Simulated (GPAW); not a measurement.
# BCNF2 (SMILES N#CB(F)F) at revPBE-TS/real-space grid (scalar-relativistic datasets)

Aim: a structure relaxation of BCNF2. The job is set up through an ASE script.

Program for the calculation: GPAW 26.7.0.

3 further runs of the same task are left out: 3 set aside as unsound or not needed. Runs told in other sessions of the task aren't counted.

## (1) The structure to begin with

The species is BCNF2 (5 atoms), meant as a singlet with charge 0. As SMILES, `N#CB(F)F`. Geometry: relaxed at PBE0-D4/def2-TZVP. The run starts from this shape.

Bond lengths: N1–C2 1.150 Å, C2–B3 1.543 Å, B3–F4 1.306 Å, B3–F5 1.306 Å. Angles: N1–C2–B3 180.0°, C2–B3–F4 119.9°, C2–B3–F5 119.9°, F4–B3–F5 120.2°.

## (2) A structure relaxation at revPBE-TS/real-space grid (scalar-relativistic datasets)

File cbf2n.xyz:

```xyz
5

N     -0.715100     1.789700     0.801000
C     -0.319400     0.804800     0.359300
B      0.212000    -0.517400    -0.233800
F      1.451200    -0.872800    -0.026200
F     -0.578700    -1.277900    -0.941900
```

File cbf2n.py:

```python
from ase.calculators.vdwcorrection import vdWTkatchenko09prl
from ase.io import read, write
from ase.optimize import LBFGS
from gpaw import GPAW
from gpaw.analyse.hirshfeld import HirshfeldPartitioning
from gpaw.analyse.vdwradii import vdWradii
from gpaw.mpi import world

mol = read('cbf2n.xyz')
mol.set_cell([11.0, 11.0, 11.0])
mol.center()

calculator = GPAW(mode='fd',
                  h=0.18,
                  xc='revPBE',
                  occupations={'name': 'fermi-dirac', 'width': 0.05},
                  maxiter=120,
                  legacy_gpaw=True,
                  txt='-')
mol.calc = vdWTkatchenko09prl(HirshfeldPartitioning(calculator), vdWradii(mol.get_chemical_symbols(), 'PBE', world=world))

opt = LBFGS(mol, trajectory='cbf2n.traj')
converged = opt.run(fmax=0.03, steps=40)
print('Converged:', converged)
print(f'Final energy            {mol.get_potential_energy():.5f} eV')
print(f'r(C1-N0) = {mol.get_distance(1, 0):.4f} Ang')
print(f'r(F3-B2): {mol.get_distance(3, 2):.4f} Ang')
write('relaxed.xyz', mol)
```

Started as:

```bash
$ python cbf2n.py
```

The program printed:

```text
[...]
    cutoffs:
[...]
  Total Charge: 0.000000
[...]
Number of atoms: 5
[...]
Number of bands in calculation: 20
Number of valence electrons: 26
[...]
iter:   1 hh:mm:ss   -35.886340
[...]
Converged after 22 iterations.
Dipole moment: (0.139092, -0.346755, -0.155145) |e|*Ang
[...]
Fermi level: -7.34143
[...]
Converged after 17 iterations.
[...]
Converged after 12 iterations.
[...]
Converged after 14 iterations.
[...]
Converged after 11 iterations.
[...]
iter:  10 hh:mm:ss   -33.579688c  -7.67c -5.79c
Converged after 10 iterations.
Dipole moment: (0.123939, -0.333800, -0.142718) |e|*Ang
Energy contributions relative to reference atoms: (reference = -8614.397000)
Kinetic:        +37.589816
Potential:      -42.802637
External:        +0.000000
XC:             -29.362457
Entropy (-ST):   -0.000000
Local:           +0.995589
SIC:             +0.000000
--------------------------
Free energy:    -33.579688
Extrapolated:   -33.579688
 Band  Eigenvalues  Occupancy
    0    -32.08277    2.00000
    1    -31.41031    2.00000
    2    -23.33416    2.00000
    3    -16.03081    2.00000
    4    -14.43399    2.00000
    5    -13.99438    2.00000
    6    -12.84946    2.00000
    7    -11.40360    2.00000
    8    -11.27698    2.00000
    9    -10.98416    2.00000
   10     -9.42518    2.00000
   11     -9.34997    2.00000
   12     -9.21161    2.00000
   13     -3.38252    0.00000
[...]
Fermi level: -7.34143
Gap: 5.829 eV
Transition (v -> c):
[...]
Forces in eV/Ang:
  0 N    -0.01239   -0.01308   -0.01485
  1 C     0.00597   -0.01193    0.00526
  2 B    -0.00537    0.00082   -0.02516
  3 F     0.00688    0.00099   -0.00682
  4 F    -0.00392   -0.02488   -0.01460
LBFGS:   23 hh:mm:ss      -33.751663        0.029111
Converged: True
Final energy            -33.75166 eV
r(C1-N0) = 1.1641 Ang
r(F3-B2): 1.3213 Ang
```

Wall time 7.6 min (1 thread of Arm Neoverse V1, shared host); peak memory 0.69 GiB.

The path in brief:

| step | energy from the first frame kept (eV) | largest force (eV/Å) |
| --- | --- | --- |
| 0 | 0.0000 | 1.7723 |
| 1 | 0.0430 | 4.3137 |
| 2 | -0.0306 | 0.3704 |
| 3 | -0.0341 | 0.2753 |
| 4 | -0.0395 | 0.3373 |
| 5 | -0.0433 | 0.3933 |
| 6 | -0.0459 | 0.2713 |
| 7 | -0.0496 | 0.2133 |
| 8 | -0.0506 | 0.0876 |
| 9 | -0.0509 | 0.0624 |
| 10 | -0.0514 | 0.0688 |
| 11 | -0.0517 | 0.0799 |
| 12 | -0.0512 | 0.1827 |
| 13 | -0.0526 | 0.0951 |
| 14 | -0.0529 | 0.0952 |
| 15 | -0.0542 | 0.2206 |
| 16 | -0.0552 | 0.1321 |
| 17 | -0.0562 | 0.1066 |
| 18 | -0.0531 | 0.2490 |
| 19 | -0.0585 | 0.1256 |
| 20 | -0.0590 | 0.0866 |
| 21 | -0.0599 | 0.0561 |
| 22 | -0.0600 | 0.0452 |
| 23 | -0.0601 | 0.0291 |

After the run. Bond lengths: N1–C2 1.164 Å, C2–B3 1.544 Å, B3–F4 1.321 Å, B3–F5 1.322 Å. Angles: N1–C2–B3 179.5°, C2–B3–F4 120.0°, C2–B3–F5 120.0°, F4–B3–F5 120.1°.

## (3) Outcome

Level: revPBE-TS/real-space grid (scalar-relativistic datasets).

```
                                              quantity          value
energy as printed (from the program's reference atoms)    -33.7517 eV
                                         dipole moment         1.84 D
                                           HOMO energy       -9.21 eV
                                           LUMO energy       -3.38 eV
                                         HOMO–LUMO gap        5.83 eV
                                     dispersion energy  -16.59 kJ/mol
```

What this shows: At the final geometry: Bond lengths: N1–C2 1.164 Å, C2–B3 1.544 Å, B3–F4 1.321 Å, B3–F5 1.322 Å. Angles: N1–C2–B3 179.5°, C2–B3–F4 120.0°, C2–B3–F5 120.0°, F4–B3–F5 120.1°. The optimisation took 23 steps and changed the energy by -0.060 eV.
